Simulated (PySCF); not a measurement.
# Br4Cr ([CrBr4]2-): the cost of one run

Programs: PySCF 2.14.0, with routines of our own; each step states its level. All values are computed. Atoms count from 0.

## 1. The starting structure

5 atoms, charge -2, states of the metal's open shell are computed; geometry from: model start, shaken.

## 2. Optimising the geometry at PBE0-D3(BJ)/def2-SVP

Job settings and geometry (Å):

```
{"job": {"xc": "PBE0", "basis": "def2-SVP", "d3": "d3bj", "grid": 1, "maxiter": 45, "solvent": "water", "kind": "geom"}, "charge": -2, "metal": "Cr", "open_shell": "d4"}
Cr     0.000020     0.004480    -0.004110
Br     1.614420     1.620950     1.058580
Br    -1.626870    -1.607670     1.066070
Br    -1.637080     1.635120    -1.068100
Br     1.629360    -1.641730    -1.073890
```

Launch:

```
> OMP_NUM_THREADS=1 python lf_run.py task.json out
```

This one command runs all jobs of the session in turn.

**Question.** How long does this first job take on 1 thread of Arm Neoverse V1, shared host, and how much memory does it need?

About 6.3 min, with a peak of 1.1 GiB.
